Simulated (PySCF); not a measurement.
The system is OBFBrH, in a box.

```
O B F Br H
1.0
    11.00000    0.00000    0.00000
     0.00000   12.00000    0.00000
     0.00000    0.00000   12.00000
O B F Br H
1 1 1 1 1
Direct
  0.58685 0.56285 0.54196
  0.54030 0.46478 0.52250
  0.58426 0.37937 0.59022
  0.41545 0.42869 0.41688
  0.55035 0.61940 0.48856
```

The cell isn't the ideal one: atoms moved at random, drawn with an rms of 0.05 Å.

Base run:

| Item | Value |
| --- | --- |
| Program | PySCF 2.14.0 |
| Functional | OLYP |
| Dispersion | D3(BJ) |
| Potentials or basis | def2-svp (all-electron) |
| k mesh | 1 × 1 × 1 |
| Occupations | fixed |
| Spin | no spin polarisation |

Its results: gap between the frontier levels 6.85 eV.

Question: After a change of settings the same cell gave: gap between the frontier levels 8.69 eV. Which change was it?
A. functional from OLYP to B97-D; dispersion from D3(BJ) to D3(BJM)
B. functional from OLYP to B3LYP5
C. functional from OLYP to BHandHLYP; dispersion from D3(BJ) to D3

Answer: B.

B3LYP5 gives the wider gap, since exact exchange removes part of the self-interaction.

Caveats: this is a molecule in a periodic box at the Γ point, so its band gap is the HOMO-LUMO gap; relativity is left out, which matters for the heavier elements; the basis of atomic orbitals isn't converged, which shifts pressures, moduli and gaps.

Runs at the PBE level aren't shown here.
